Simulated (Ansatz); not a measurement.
**C2H7AlFN: small, medium and large basis sets**

How large a basis does C2H7AlFN need? Two functionals are run in growing sets.

Program: Ansatz 0.2.0, Gaussian basis. Level of theory: one geometry, several basis sets. These are calculated values, not measurements.

Levels to be run: PBE0-D4/def2-SVP; ωB97M-V/def2-SVP; PBE0-D4/def2-QZVPP; ωB97M-V/def2-QZVPP; the functionals' def2-TZVPP values are taken from earlier runs.

## Step 1: The geometry

An earlier PBE0-D4 in a triple-zeta def2 set relaxation fixed the geometry.

SMILES `C[NH][Al]([CH3])[F]`, 12 atoms, charge 0, spin multiplicity 1.

Atoms are counted from 1 here; the program's logs count them from 0.

Bond lengths: C1–N2 1.447 Å, C1–H6 1.097 Å, C1–H7 1.097 Å, C1–H8 1.093 Å, N2–Al3 1.763 Å, N2–H9 1.009 Å, Al3–C4 1.937 Å, Al3–F5 1.656 Å, C4–H10 1.094 Å, C4–H11 1.092 Å, C4–H12 1.094 Å. Angles: N2–C1–H6 112.4°, N2–C1–H7 112.4°, N2–C1–H8 110.1°, H6–C1–H7 107.6°, H6–C1–H8 107.0°, H7–C1–H8 107.0°, C1–N2–Al3 128.8°, C1–N2–H9 112.1°, Al3–N2–H9 119.1°, N2–Al3–C4 124.6°, N2–Al3–F5 115.4°, C4–Al3–F5 119.9°, Al3–C4–H10 110.8°, Al3–C4–H11 112.5°, Al3–C4–H12 110.9°, H10–C4–H11 107.8°, H10–C4–H12 106.7°, H11–C4–H12 107.8°.

Geometry (Å):

```xyz
12

C    -1.78281    0.36285   -0.47265
N    -0.48362    0.47451   -1.09924
Al    1.09909    0.05823   -0.44353
C     1.40120   -0.66286    1.32911
F     2.38131    0.32250   -1.45829
H    -2.28805    1.33180   -0.38131
H    -2.45381   -0.31179   -1.01776
H    -1.67911   -0.03914    0.53833
H    -0.54514    0.84530   -2.03583
H     1.87730   -1.64617    1.27338
H     0.47602   -0.77166    1.89980
H     2.07451   -0.01867    1.90198
```

## Step 2: PBE0-D4 in def2-SVP

Input file in.yaml:

```yaml
crystal:
  periodic: [false, false, false]
  atoms:
    - {symbol: C, position_ang: [-1.782808, 0.362846, -0.472647]}
    - {symbol: N, position_ang: [-0.483618, 0.474506, -1.099243]}
    - {symbol: Al, position_ang: [1.099092, 0.058233, -0.443529]}
    - {symbol: C, position_ang: [1.401202, -0.662856, 1.329109]}
    - {symbol: F, position_ang: [2.381312, 0.322499, -1.458291]}
    - {symbol: H, position_ang: [-2.288047, 1.331797, -0.381309]}
    - {symbol: H, position_ang: [-2.453813, -0.311787, -1.017756]}
    - {symbol: H, position_ang: [-1.679107, -0.039139, 0.538333]}
    - {symbol: H, position_ang: [-0.545143, 0.845300, -2.035833]}
    - {symbol: H, position_ang: [1.877304, -1.646175, 1.273376]}
    - {symbol: H, position_ang: [0.476021, -0.771656, 1.899805]}
    - {symbol: H, position_ang: [2.074506, -0.018668, 1.901984]}
basis:
  gaussian: {orbitals: def2-SVP}
hamiltonian: {xc: pbe0, dispersion: d4}
output: {orbitals: {seedname: orbitals}}
```

Further steps of the session: ωB97M-V in def2-SVP; PBE0-D4 in def2-QZVPP; ωB97M-V in def2-QZVPP.

Q: Predict the results of all the runs planned. Wanted: PBE0-D4: double and triple zeta above quadruple; ωB97M-V: double and triple zeta above quadruple.

The runs gave:

```
                                       quantity           value
PBE0-D4: double and triple zeta above quadruple  10.60, 0.60 eV
ωB97M-V: double and triple zeta above quadruple  10.84, 0.57 eV
```

What this shows: For PBE0-D4 the step from double to triple zeta gains 10.00 eV and the next only 0.60 eV. Total energies overstate the basis error of differences, where much of it tends to cancel. The LUMO of ωB97M-V is positive and keeps falling with the basis (1.89 to 0.97 eV): an unbound level that the basis holds in place.
